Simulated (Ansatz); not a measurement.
# C₂H₇BGeO: how energies converge with the basis set

One table from this session's results is given with a row withheld; the runs are named, their logs left out.

The runs use Ansatz 0.2.0, Gaussian basis; one geometry, several basis sets.

The runs, in order: PBE0-D4/def2-SVP; ωB97M-V/def2-SVP; PBE0-D4/def2-QZVPP; ωB97M-V/def2-QZVPP; the functionals' def2-TZVPP values are taken from earlier runs.

**Structure used throughout**

An earlier PBE0-D4 in a triple-zeta def2 set relaxation fixed the geometry.

SMILES `B[CH]1C[O][GeH2]1`, 12 atoms, charge 0, spin multiplicity 1.

Atoms are counted from 1 here; the program's logs count them from 0.

Bond lengths: B1–C2 1.508 Å, B1–H6 1.199 Å, B1–H7 1.200 Å, C2–C3 1.536 Å, C2–Ge5 2.024 Å, C2–H8 1.091 Å, C3–O4 1.441 Å, C3–H9 1.095 Å, C3–H10 1.094 Å, O4–Ge5 1.795 Å, Ge5–H11 1.538 Å, Ge5–H12 1.537 Å. Angles: C2–B1–H6 120.2°, C2–B1–H7 120.2°, H6–B1–H7 119.3°, B1–C2–C3 123.4°, B1–C2–Ge5 97.2°, B1–C2–H8 118.7°, C3–C2–Ge5 83.3°, C3–C2–H8 115.1°, Ge5–C2–H8 106.4°, C2–C3–O4 105.5°, C2–C3–H9 111.7°, C2–C3–H10 112.0°, O4–C3–H9 109.3°, O4–C3–H10 109.6°, H9–C3–H10 108.7°, C3–O4–Ge5 94.7°, C2–Ge5–O4 76.4°, C2–Ge5–H11 115.6° and more.

The first run:

File in.yaml:

```yaml
crystal:
  periodic: [false, false, false]
  atoms:
    - {symbol: B, position_ang: [-1.430850, 0.698652, -0.363934]}
    - {symbol: C, position_ang: [-0.373643, 0.252772, 0.615078]}
    - {symbol: C, position_ang: [1.087273, 0.722969, 0.554038]}
    - {symbol: O, position_ang: [1.796240, -0.316708, -0.148406]}
    - {symbol: Ge, position_ang: [0.332486, -1.305652, -0.466397]}
    - {symbol: H, position_ang: [-2.554160, 0.290695, -0.265265]}
    - {symbol: H, position_ang: [-1.131358, 1.373496, -1.310308]}
    - {symbol: H, position_ang: [-0.688258, -0.156806, 1.575704]}
    - {symbol: H, position_ang: [1.186439, 1.663941, 0.003773]}
    - {symbol: H, position_ang: [1.518829, 0.852193, 1.551355]}
    - {symbol: H, position_ang: [0.325346, -2.667307, 0.248974]}
    - {symbol: H, position_ang: [0.008457, -1.463342, -1.960712]}
basis:
  gaussian: {orbitals: def2-SVP}
hamiltonian: {xc: pbe0, dispersion: d4}
output: {orbitals: {seedname: orbitals}}
```

Steps of the session up to this table: PBE0-D4 in def2-SVP; ωB97M-V in def2-SVP; PBE0-D4 in def2-QZVPP; ωB97M-V in def2-QZVPP.

One table of the session follows, with a row left open; its other results are not shown here.

It belongs to the step «Functionals by basis». 

| functional | basis | HOMO (eV) |
| --- | --- | --- |
| PBE0-D4 | def2-SVP | ? |
| PBE0-D4 | def2-TZVPP | -7.75 |
| PBE0-D4 | def2-QZVPP | -7.77 |
| ωB97M-V | def2-SVP | -9.99 |
| ωB97M-V | def2-TZVPP | -10.08 |
| ωB97M-V | def2-QZVPP | -10.11 |

Q: Estimate the row for PBE0-D4, def2-SVP from the others.

The run gave: HOMO (eV): -7.67. In the column «HOMO (eV)» it is the highest.
